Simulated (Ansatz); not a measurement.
Runs of Ansatz 0.2.0 on Cu3O2. The structure is tetragonal, space group I4/mmm (No. 139). Conventional cell: a = 4.046 Å, b = 4.046 Å, c = 7.347 Å, α = 90.00°, β = 90.00°, γ = 90.00°. Cu (site symmetry 4/mmm) is surrounded by 4 O at 2.02 Å. Cu (site symmetry -4m2) has 2 O at 1.84 Å as nearest neighbours. O (site symmetry mmm) has 4 Cu at 1.84 to 2.02 Å as nearest neighbours. The cell comes from a database or a generator and needn't be the stable form of this composition.

| task | level | cell | k mesh | cutoff (eV) | points for each segment of the path | gap on the mesh (eV) | pressure (GPa) | relaxed volume (Å³/atom) |
| --- | --- | --- | --- | --- | --- | --- | --- | --- |
| relaxation of cell and atoms | r2SCAN | relaxed | 9 × 9 × 9 | 500 | - | none | 0.0 | 11.59 |
| relaxation of cell and atoms | PBE | relaxed | 9 × 9 × 9 | 420 | - | none | 0.0 | 12.14 |
| band structure | PBE | as given | 9 × 9 × 9 | 420 | 14 | none | 0.7 | - |
| density of states | PBEsol | as given | 8 × 8 × 8 | 420 | - | none | (a) | - |

Alike in all rows: potentials or basis Ansatz PAW; no spin polarisation; smearing fermi-dirac 0.05 eV.

Problem. Estimate the missing entries.

Solution. (a) -6.2.

Caveats: an odd number of electrons without spin polarisation forces a metal; a magnetic or distorted state may lie lower; the run has no spin polarisation, though such a crystal can be magnetic; semilocal functionals often make such compounds metallic where correlation or magnetic order opens a gap, which also shifts bond lengths; the plane-wave basis is chosen anew once the cell has moved, so the energies of steps on either side of that aren't comparable (some runs); the PAW data sets come from PBE, with cores solved anew for the run's functional, which leaves a small shift of forces and pressure (some runs).

A gap of «none» marks a metal or a gap under the smearing width.
